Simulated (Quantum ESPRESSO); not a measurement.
# Bi2Te3 (Tellurobismuthite) (R-3m) in Quantum ESPRESSO: runs at scaled volumes

Single points of Bi2Te3 (Tellurobismuthite) at other volumes, in PBEsol.

Program: Quantum ESPRESSO 7.5. These are calculated values, not measurements. Logs are shortened: lines on timing, memory, paths and dates and some standing lists are left out, and cuts for length are marked.

**1. The structure**

It takes space group R-3m (No. 166, trigonal). The conventional cell has a = 4.296 Å, b = 4.296 Å, c = 29.874 Å, α = 90.00°, β = 90.00°, γ = 120.00°. Bi (site symmetry 3m) has 6 Te at 3.01 to 3.18 Å as nearest neighbours. Te (site symmetry 3m) has 3 Bi at 3.01 Å as nearest neighbours. Te (site symmetry -3m) is surrounded by 6 Bi at 3.18 Å.

**2. Single point, PBEsol, 31.84 Å³/atom**

The input, pw.in:

```
&CONTROL
  calculation = 'scf'
  prefix = 'pwscf'
  outdir = './tmp'
  pseudo_dir = './pseudo'
  tprnfor = .true.
  tstress = .true.
  disk_io = 'nowf'
/
&SYSTEM
  ibrav = 0
  nat = 5
  ntyp = 2
  ecutwfc = 80
  nbnd = 51
  occupations = 'smearing'
  smearing = 'fd'
  degauss = 0.00367493
/
&ELECTRONS
  conv_thr = 1d-09
  electron_maxstep = 120
  mixing_beta = 0.5
/
ATOMIC_SPECIES
Bi   208.9804 Bi.upf
Te   127.6000 Te.upf
CELL_PARAMETERS angstrom
   2.1482323364    1.2402825177    9.9581458525
  -2.1482323364    1.2402825177    9.9581458525
   0.0000000000   -2.4805650355    9.9581458525
ATOMIC_POSITIONS crystal
Bi     0.6000000000    0.6000000000    0.6000000000
Bi     0.4000000000    0.4000000000    0.4000000000
Te     0.7905000000    0.7905000000    0.7905000000
Te     0.2095000000    0.2095000000    0.2095000000
Te     0.0000000000    0.0000000000    0.0000000000
K_POINTS automatic
7 7 7 0 0 0
```

Potentials or basis: PseudoDojo 0.4.1 SR PBEsol standard.

Launch:

```bash
$ OMP_NUM_THREADS=1 mpirun -n 2 pw.x -nk 2 -in pw.in > pw.out
```

pw.out:

```text
This program is part of the open-source Quantum ESPRESSO suite
     for quantum simulation of materials; please cite
[... 13 lines left out ...]
     --------------------
     sticks:   dense  smooth     PW     G-vecs:    dense   smooth      PW
     Sum        3925    3925   1147               103691   103691   16625

     Using Slab Decomposition

     bravais-lattice index     =            0
     lattice parameter (alat)  =      19.3932  a.u.
     unit-cell volume          =    1074.3065 (a.u.)^3
     number of atoms/cell      =            5
     number of atomic types    =            2
     number of electrons       =        78.00
     number of Kohn-Sham states=           51
     kinetic-energy cutoff     =      80.0000  Ry
     charge density cutoff     =     320.0000  Ry
     scf convergence threshold =      1.0E-09
     mixing beta               =       0.5000
     number of iterations used =            8  plain     mixing
     Exchange-correlation= PBESOL
                           (   1   4  10   8   0   0   0)

     celldm(1)=  19.393219  celldm(2)=   0.000000  celldm(3)=   0.000000
     celldm(4)=   0.000000  celldm(5)=   0.000000  celldm(6)=   0.000000

     crystal axes: (cart. coord. in units of alat)
               a(1) = (   0.209329   0.120856   0.970348 )
               a(2) = (  -0.209329   0.120856   0.970348 )
               a(3) = (   0.000000  -0.241713   0.970348 )

     reciprocal axes: (cart. coord. in units 2 pi/alat)
               b(1) = (  2.388580  1.379047  0.343519 )
               b(2) = ( -2.388580  1.379047  0.343519 )
               b(3) = (  0.000000 -2.758095  0.343519 )

     PseudoPot. # 1 for Bi read from file:
     Bi.upf
     Pseudo is Norm-conserving + core correction, Zval = 15.0
     Generated using ONCVPSP code by D. R. Hamann
     Using radial grid of 1472 points,  6 beta functions with:
                l(1) =   0
                l(2) =   0
                l(3) =   1
                l(4) =   1
                l(5) =   2
                l(6) =   2

     PseudoPot. # 2 for Te read from file:
     Te.upf
     Pseudo is Norm-conserving + core correction, Zval = 16.0
     Generated using ONCVPSP code by D. R. Hamann
     Using radial grid of 1294 points,  6 beta functions with:
                l(1) =   0
                l(2) =   0
                l(3) =   1
                l(4) =   1
                l(5) =   2
                l(6) =   2

     atomic species   valence    mass     pseudopotential
     Bi               15.00   208.98040     Bi( 1.00)
     Te               16.00   127.60000     Te( 1.00)

     12 Sym. Ops., with inversion, found

   Cartesian axes

     site n.     atom                  positions (alat units)
         1        Bi     tau(   1) = (   0.0000000  -0.0000000   1.7466261  )
         2        Bi     tau(   2) = (   0.0000000  -0.0000000   1.1644174  )
         3        Te     tau(   3) = (  -0.0000000  -0.0000000   2.3011799  )
         4        Te     tau(   4) = (  -0.0000000  -0.0000000   0.6098636  )
         5        Te     tau(   5) = (   0.0000000   0.0000000   0.0000000  )

     number of k points=    44  Fermi-Dirac smearing, width (Ry)=  0.0037
                       cart. coord. in units 2pi/alat
        k(    1) = (   0.0000000   0.0000000   0.0000000), wk =   0.0058309
        k(    2) = (   0.0000000  -0.3940135   0.0490742), wk =   0.0349854
        k(    3) = (   0.0000000  -0.7880270   0.0981484), wk =   0.0349854
        k(    4) = (   0.0000000  -1.1820405   0.1472226), wk =   0.0349854
        k(    5) = (  -0.3412257  -0.1970068   0.0981484), wk =   0.0349854
        k(    6) = (  -0.3412257  -0.5910203   0.1472226), wk =   0.0699708
[... 36 lines left out ...]
        k(   43) = (   0.0000000  -0.0000000   0.4416678), wk =   0.0116618
        k(   44) = (   0.0000000   2.3640811   0.1472226), wk =   0.0349854

     Dense  grid:   103691 G-vectors     FFT dimensions: ( 120, 120, 120)

     Initial potential from superposition of free atoms

     starting charge      77.9979, renormalised to      78.0000
     Starting wfcs are   45 randomized atomic wfcs +    6 random wfcs

     Self-consistent Calculation

     iteration #  1     ecut=    80.00 Ry     beta= 0.50
     Davidson diagonalization with overlap
     ethr =  1.00E-02,  avg # of iterations =  6.0

     Threshold (ethr) on eigenvalues was too large:
     Diagonalizing with lowered threshold

     Davidson diagonalization with overlap
     ethr =  9.73E-05,  avg # of iterations =  7.7

     total energy              =    -955.84255664 Ry
     estimated scf accuracy    <       0.07363323 Ry

     iteration #  2     ecut=    80.00 Ry     beta= 0.50
     Davidson diagonalization with overlap
     ethr =  9.44E-05,  avg # of iterations =  2.9

     total energy              =    -955.83465137 Ry
     estimated scf accuracy    <       0.14296074 Ry

     iteration #  3     ecut=    80.00 Ry     beta= 0.50
     Davidson diagonalization with overlap
     ethr =  9.44E-05,  avg # of iterations =  3.1

     total energy              =    -955.85760927 Ry
     estimated scf accuracy    <       0.07201495 Ry

     iteration #  4     ecut=    80.00 Ry     beta= 0.50
     Davidson diagonalization with overlap
     ethr =  9.23E-05,  avg # of iterations =  1.2

     total energy              =    -955.86510998 Ry
     estimated scf accuracy    <       0.00100305 Ry

     iteration #  5     ecut=    80.00 Ry     beta= 0.50
     Davidson diagonalization with overlap
     ethr =  1.29E-06,  avg # of iterations =  6.7

     total energy              =    -955.86520829 Ry
     estimated scf accuracy    <       0.00004580 Ry

     iteration #  6     ecut=    80.00 Ry     beta= 0.50
     Davidson diagonalization with overlap
     ethr =  5.87E-08,  avg # of iterations =  2.0

     total energy              =    -955.86521200 Ry
     estimated scf accuracy    <       0.00000342 Ry

     iteration #  7     ecut=    80.00 Ry     beta= 0.50
     Davidson diagonalization with overlap
     ethr =  4.38E-09,  avg # of iterations =  2.0

     total energy              =    -955.86521250 Ry
     estimated scf accuracy    <       0.00000023 Ry

     iteration #  8     ecut=    80.00 Ry     beta= 0.50
     Davidson diagonalization with overlap
     ethr =  2.94E-10,  avg # of iterations =  2.1

     total energy              =    -955.86521255 Ry
     estimated scf accuracy    <       0.00000002 Ry

     iteration #  9     ecut=    80.00 Ry     beta= 0.50
     Davidson diagonalization with overlap
     ethr =  2.42E-11,  avg # of iterations =  2.0

     total energy              =    -955.86521255 Ry
     estimated scf accuracy    <          1.5E-09 Ry

     iteration # 10     ecut=    80.00 Ry     beta= 0.50
     Davidson diagonalization with overlap
     ethr =  1.89E-12,  avg # of iterations =  2.5

     End of self-consistent calculation

          k = 0.0000 0.0000 0.0000 ( 12965 PWs)   bands (ev):

   -26.4099 -26.4099 -26.4028 -26.4028 -26.4004 -26.3988 -26.3988 -26.3979
   -26.3979 -26.3978 -26.2812 -26.2757 -26.2757 -26.2440 -26.2440 -12.7871
   -12.7871 -12.7845 -12.7845 -12.7687 -12.7670 -12.7657 -12.7657 -12.7638
   -12.7638  -3.4476  -2.6479  -1.3805   1.4313   1.9367   7.9480   8.2197
     8.5158   8.5158   8.5550   8.5550   9.4435   9.4435  10.4637  10.6550
    10.9794  10.9794  12.3715  12.5893  12.5893  15.0756  15.6404  16.2647
    16.2647  16.6492  16.6492

          k = 0.0000-0.3940 0.0491 ( 12991 PWs)   bands (ev):

   -26.4098 -26.4096 -26.4029 -26.4024 -26.4000 -26.3995 -26.3991 -26.3985
   -26.3976 -26.3970 -26.2810 -26.2758 -26.2757 -26.2440 -26.2437 -12.7896
   -12.7867 -12.7846 -12.7820 -12.7680 -12.7665 -12.7656 -12.7654 -12.7642
   -12.7632  -3.2537  -2.4817  -1.2356   1.2578   1.7856   6.9818   7.1175
     7.8646   7.8718   8.6011   8.9779   9.1777   9.3855   9.7319  11.6724
    11.7363  11.8114  12.3668  12.4463  13.1431  14.5045  15.2091  16.3391
    16.4283  17.0030  17.2378

          k = 0.0000-0.7880 0.0981 ( 13009 PWs)   bands (ev):

   -26.4096 -26.4088 -26.4033 -26.4014 -26.4009 -26.3994 -26.3989 -26.3986
   -26.3972 -26.3965 -26.2807 -26.2760 -26.2757 -26.2439 -26.2430 -12.7961
   -12.7925 -12.7805 -12.7776 -12.7711 -12.7685 -12.7628 -12.7615 -12.7608
   -12.7593  -2.6855  -2.0283  -0.8529   0.5905   1.3229   5.7598   6.4229
     6.7564   7.2948   7.7841   7.9682   9.2610   9.3543   9.7469  11.3535
    11.7682  11.9988  13.0854  13.3462  13.8222  14.7235  15.7994  16.1370
    17.3027  17.6490  17.8454

          k = 0.0000-1.1820 0.1472 ( 12965 PWs)   bands (ev):

   -26.4094 -26.4078 -26.4041 -26.4017 -26.4004 -26.3996 -26.3987 -26.3978
   -26.3971 -26.3966 -26.2804 -26.2762 -26.2758 -26.2439 -26.2425 -12.8017
   -12.7976 -12.7793 -12.7754 -12.7733 -12.7706 -12.7587 -12.7574 -12.7574
   -12.7550  -1.8111  -1.5182  -0.6881  -0.1097   0.5908   4.7799   6.5863
     6.7273   6.9975   7.1252   7.2969   8.0305   9.3884   9.8623  10.9791
    11.4499  12.9330  13.0896  13.6069  14.1447  14.3653  15.2804  18.0064
    18.9479  19.0102  19.4401

          k =-0.3412-0.1970 0.0981 ( 13009 PWs)   bands (ev):

   -26.4098 -26.4096 -26.4029 -26.4024 -26.4000 -26.3995 -26.3991 -26.3985
   -26.3976 -26.3970 -26.2810 -26.2758 -26.2757 -26.2440 -26.2437 -12.7896
   -12.7867 -12.7845 -12.7820 -12.7680 -12.7665 -12.7655 -12.7654 -12.7642
   -12.7632  -3.2474  -2.5011  -1.2099   1.2167   1.8085   7.0561   7.1685
     7.7751   7.8418   8.6663   8.7569   9.1520   9.4869   9.9343  11.4224
    11.5999  11.6288  12.5157  12.6994  13.2996  14.6395  15.1324  16.2057
    16.4032  16.8766  17.5802
[... 361 lines left out ...]
          k = 1.7061 0.9850-0.1963 ( 12972 PWs)   bands (ev):

   -26.4096 -26.4088 -26.4033 -26.4014 -26.4009 -26.3994 -26.3989 -26.3986
   -26.3972 -26.3965 -26.2807 -26.2760 -26.2757 -26.2439 -26.2430 -12.7960
   -12.7926 -12.7805 -12.7776 -12.7711 -12.7685 -12.7628 -12.7614 -12.7608
   -12.7594  -2.5563  -2.2836  -0.5536   0.3976   1.3144   5.5225   6.6530
     7.2278   7.3008   7.6581   7.9227   8.9328   9.2446   9.6119  11.5794
    11.7301  12.2334  13.1054  13.5436  14.0531  14.4198  15.0979  16.6415
    16.8196  17.5926  17.8444

          k = 0.0000-0.0000 0.4417 ( 13044 PWs)   bands (ev):

   -26.4099 -26.4099 -26.4028 -26.4028 -26.4004 -26.3988 -26.3988 -26.3979
   -26.3979 -26.3978 -26.2812 -26.2757 -26.2757 -26.2440 -26.2440 -12.7871
   -12.7871 -12.7845 -12.7845 -12.7686 -12.7671 -12.7658 -12.7658 -12.7638
   -12.7638  -3.3016  -2.9738  -0.8607   0.4701   2.6864   7.3337   8.3994
     8.3994   8.7896   8.8416   8.8416   9.1453   9.1453  10.0053  11.2071
    11.4786  11.4786  12.1016  12.1016  12.1755  14.9088  15.8446  15.8446
    16.0954  16.9456  17.5410

          k = 0.0000 2.3641 0.1472 ( 13003 PWs)   bands (ev):

   -26.4098 -26.4096 -26.4029 -26.4024 -26.4000 -26.3995 -26.3991 -26.3985
   -26.3976 -26.3970 -26.2810 -26.2758 -26.2757 -26.2440 -26.2437 -12.7896
   -12.7867 -12.7845 -12.7820 -12.7680 -12.7665 -12.7656 -12.7655 -12.7642
   -12.7632  -3.1002  -2.8107  -0.7249   0.4386   2.3105   6.8462   7.3918
     8.0064   8.0208   8.2232   8.4527   9.2152   9.5644  10.2167  11.0021
    11.3104  12.0568  12.6951  12.8177  13.1924  14.8301  15.4453  15.7073
    16.3558  16.4098  17.3657

     the Fermi energy is    10.5607 ev

!    total energy              =    -955.86521255 Ry
     estimated scf accuracy    <          7.2E-11 Ry
     smearing contrib. (-TS)   =      -0.00002179 Ry
     internal energy E=F+TS    =    -955.86519077 Ry

     The total energy is F=E-TS. E is the sum of the following terms:
     one-electron contribution =    -373.22414561 Ry
     hartree contribution      =     223.05266561 Ry
     xc contribution           =    -232.31034507 Ry
     ewald contribution        =    -573.38336570 Ry

     convergence has been achieved in  10 iterations

     Forces acting on atoms (cartesian axes, Ry/au):

     atom    1 type  1   force =     0.00000000    0.00000000    0.00527588
     atom    2 type  1   force =    -0.00000000   -0.00000000   -0.00527588
     atom    3 type  2   force =     0.00000000   -0.00000000    0.01252579
     atom    4 type  2   force =     0.00000000    0.00000000   -0.01252579
     atom    5 type  2   force =    -0.00000000    0.00000000    0.00000000

     Total force =     0.019221     Total SCF correction =     0.000057

     Computing stress (Cartesian axis) and pressure

          total   stress  (Ry/bohr**3)                   (kbar)     P=       31.21
   0.00021482  -0.00000000  -0.00000000           31.60       -0.00       -0.00
  -0.00000000   0.00021482   0.00000000           -0.00       31.60        0.00
   0.00000000   0.00000000   0.00020684            0.00        0.00       30.43

=------------------------------------------------------------------------------=
   JOB DONE.
=------------------------------------------------------------------------------=
```

Wall time 18 min (2 MPI ranks of Arm Neoverse V2, shared host); peak memory 1.3 GiB.

What came out:

```yaml
Free_energy: -13005.2087 eV
Pressure: 3.1 GPa
Largest_force: 0.322 eV/Å
Band_gap_on_the_k_mesh: 0.19 eV, direct
```

Caveat: spin-orbit coupling is left out, which as a rule narrows the gap of such compounds by several tenths of an eV; an odd mesh through Γ misses points on the zone boundary, where band edges often lie.

**3. Single point, PBEsol, 32.52 Å³/atom**

Edit pw.in of step 2 so:

```diff
@@ -28,5 +28,5 @@
 CELL_PARAMETERS angstrom
-   2.1482323364    1.2402825177    9.9581458525
-  -2.1482323364    1.2402825177    9.9581458525
-   0.0000000000   -2.4805650355    9.9581458525
+   2.1633612316    1.2490171894   10.0282759508
+  -2.1633612316    1.2490171894   10.0282759508
+   0.0000000000   -2.4980343789   10.0282759508
 ATOMIC_POSITIONS crystal
```

Potentials or basis: PseudoDojo 0.4.1 SR PBEsol standard.

Launch:

```bash
$ OMP_NUM_THREADS=1 mpirun -n 2 pw.x -nk 2 -in pw.in > pw.out
```

pw.out:

```text
This program is part of the open-source Quantum ESPRESSO suite
     for quantum simulation of materials; please cite
[... 13 lines left out ...]
     --------------------
     sticks:   dense  smooth     PW     G-vecs:    dense   smooth      PW
     Sum        3979    3979   1171               106157   106157   16955

     Using Slab Decomposition

     bravais-lattice index     =            0
     lattice parameter (alat)  =      19.5298  a.u.
     unit-cell volume          =    1097.1641 (a.u.)^3
     number of atoms/cell      =            5
     number of atomic types    =            2
     number of electrons       =        78.00
     number of Kohn-Sham states=           51
     kinetic-energy cutoff     =      80.0000  Ry
     charge density cutoff     =     320.0000  Ry
     scf convergence threshold =      1.0E-09
     mixing beta               =       0.5000
     number of iterations used =            8  plain     mixing
     Exchange-correlation= PBESOL
                           (   1   4  10   8   0   0   0)

     celldm(1)=  19.529796  celldm(2)=   0.000000  celldm(3)=   0.000000
     celldm(4)=   0.000000  celldm(5)=   0.000000  celldm(6)=   0.000000

     crystal axes: (cart. coord. in units of alat)
[... 112 lines left out ...]
     ethr =  1.04E-04,  avg # of iterations =  7.5

     total energy              =    -955.84397708 Ry
     estimated scf accuracy    <       0.07885724 Ry
[... 57 lines left out ...]
     iteration # 10     ecut=    80.00 Ry     beta= 0.50
     Davidson diagonalization with overlap
     ethr =  1.97E-12,  avg # of iterations =  2.3

     End of self-consistent calculation

          k = 0.0000 0.0000 0.0000 ( 13307 PWs)   bands (ev):

   -26.7132 -26.7132 -26.7068 -26.7068 -26.7050 -26.7033 -26.7033 -26.7026
   -26.7024 -26.7024 -26.5790 -26.5731 -26.5731 -26.5421 -26.5421 -13.1090
   -13.1090 -13.1068 -13.1068 -13.0929 -13.0914 -13.0901 -13.0901 -13.0884
   -13.0884  -3.6287  -2.8549  -1.6087   1.0898   1.5775   7.6324   7.8955
     8.2214   8.2214   8.2567   8.2567   9.1278   9.1278  10.0901  10.2960
    10.6488  10.6488  12.0172  12.2128  12.2128  14.7668  15.3118  15.9402
    15.9402  16.3221  16.3221
[... 423 lines left out ...]
   -26.7131 -26.7130 -26.7069 -26.7064 -26.7046 -26.7039 -26.7035 -26.7031
   -26.7021 -26.7017 -26.5789 -26.5732 -26.5731 -26.5421 -26.5418 -13.1112
   -13.1087 -13.1066 -13.1044 -13.0923 -13.0909 -13.0900 -13.0900 -13.0889
   -13.0879  -3.2911  -3.0106  -0.9810   0.1412   1.9163   6.5874   7.1282
     7.7109   7.7426   7.9351   8.1520   8.8975   9.2438   9.8513  10.6440
    10.9691  11.6647  12.3194  12.4328  12.8009  14.5346  15.1329  15.3801
    16.0307  16.0765  17.0345

     the Fermi energy is    10.1948 ev

!    total energy              =    -955.86901010 Ry
     estimated scf accuracy    <          6.8E-11 Ry
     smearing contrib. (-TS)   =      -0.00002014 Ry
     internal energy E=F+TS    =    -955.86898996 Ry

     The total energy is F=E-TS. E is the sum of the following terms:
     one-electron contribution =    -379.59046411 Ry
     hartree contribution      =     225.33959064 Ry
     xc contribution           =    -232.24455586 Ry
     ewald contribution        =    -569.37356063 Ry

     convergence has been achieved in  10 iterations

     Forces acting on atoms (cartesian axes, Ry/au):

     atom    1 type  1   force =    -0.00000000   -0.00000000    0.00296925
     atom    2 type  1   force =     0.00000000    0.00000000   -0.00296925
     atom    3 type  2   force =    -0.00000000    0.00000000    0.00677426
     atom    4 type  2   force =    -0.00000000   -0.00000000   -0.00677426
     atom    5 type  2   force =     0.00000000    0.00000000    0.00000000

     Total force =     0.010460     Total SCF correction =     0.000047

     Computing stress (Cartesian axis) and pressure

          total   stress  (Ry/bohr**3)                   (kbar)     P=       17.65
   0.00012461   0.00000000  -0.00000000           18.33        0.00       -0.00
   0.00000000   0.00012461   0.00000000            0.00       18.33        0.00
   0.00000000   0.00000000   0.00011083            0.00        0.00       16.30

=------------------------------------------------------------------------------=
   JOB DONE.
=------------------------------------------------------------------------------=
```

Wall time 19 min (2 MPI ranks of Arm Neoverse V2, shared host); peak memory 1.3 GiB.

What came out:

- Free energy: -13005.2604 eV
- Pressure: 1.8 GPa
- Largest force: 0.174 eV/Å
- Band gap on the k mesh: 0.21 eV, direct

Caveat: spin-orbit coupling is left out, which as a rule narrows the gap of such compounds by several tenths of an eV; an odd mesh through Γ misses points on the zone boundary, where band edges often lie.

**4. Single point, PBEsol, 33.19 Å³/atom**

Edit pw.in of step 3 so:

```diff
@@ -28,5 +28,5 @@
 CELL_PARAMETERS angstrom
-   2.1633612316    1.2490171894   10.0282759508
-  -2.1633612316    1.2490171894   10.0282759508
-   0.0000000000   -2.4980343789   10.0282759508
+   2.1782814357    1.2576313732   10.0974386602
+  -2.1782814357    1.2576313732   10.0974386602
+   0.0000000000   -2.5152627466   10.0974386602
 ATOMIC_POSITIONS crystal
```

Launch:

```bash
$ OMP_NUM_THREADS=1 mpirun -n 2 pw.x -nk 2 -in pw.in > pw.out
```

Run time: 19 min. Hardware: 2 MPI ranks of Arm Neoverse V2, shared host; peak memory 1.3 GiB.

The run converged. Its results:

| Item | Value |
| --- | --- |
| Free energy | -13005.2850 eV |
| Pressure | 0.6 GPa |
| Largest force | 0.037 eV/Å |
| Band gap on the k mesh | 0.22 eV, direct |

Caveat: spin-orbit coupling is left out, which as a rule narrows the gap of such compounds by several tenths of an eV; an odd mesh through Γ misses points on the zone boundary, where band edges often lie.
